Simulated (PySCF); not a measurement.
# C3H7Br (i-propyl bromide): the cost of one run

Computed with PySCF 2.14.0, with density-fitted response routines of our own, on a single molecule in the gas phase. Atoms are numbered from 0 throughout.

## 1. The starting structure

11 atoms, charge 0, multiplicity 1; geometry from: MMFF94s.

Bonds of the start (Å): C0–C1 1.52, C1–C2 1.52, C1–Br3 1.96, C0–H4 1.10, C0–H5 1.10, C0–H6 1.10, C1–H7 1.09, C2–H8 1.10, C2–H9 1.10, C2–H10 1.10.

## 2. Relaxing the molecule at PBE0-D3(BJ)/def2-SVP

The job: settings as JSON, then the geometry in Å.

```
{"job": {"xc": "PBE0", "basis": "def2-SVP", "d3": "d3bj", "grid": 1, "kind": "geom"}, "charge": 0, "multiplicity": 1}
C     -1.122289    -0.606725     0.208211
C     -0.168521     0.464835    -0.290429
C      1.286602     0.073021    -0.101601
Br    -0.510083     2.122615     0.691081
H     -0.975806    -0.815262     1.274006
H     -0.972580    -1.542141    -0.341224
H     -2.165739    -0.302670     0.070184
H     -0.368734     0.695356    -1.341379
H      1.523284    -0.110059     0.952595
H      1.515832    -0.839957    -0.661260
H      1.958035     0.860985    -0.460185
```

On the command line:

```
> OMP_NUM_THREADS=1 python probes_run.py task.json out
```

This one command runs all jobs of the session in turn.

**Question.** How long does this first job take on 1 thread of Arm Neoverse V1, shared host, and how much memory does it need?

About 17 s, with a peak of 0.44 GiB.
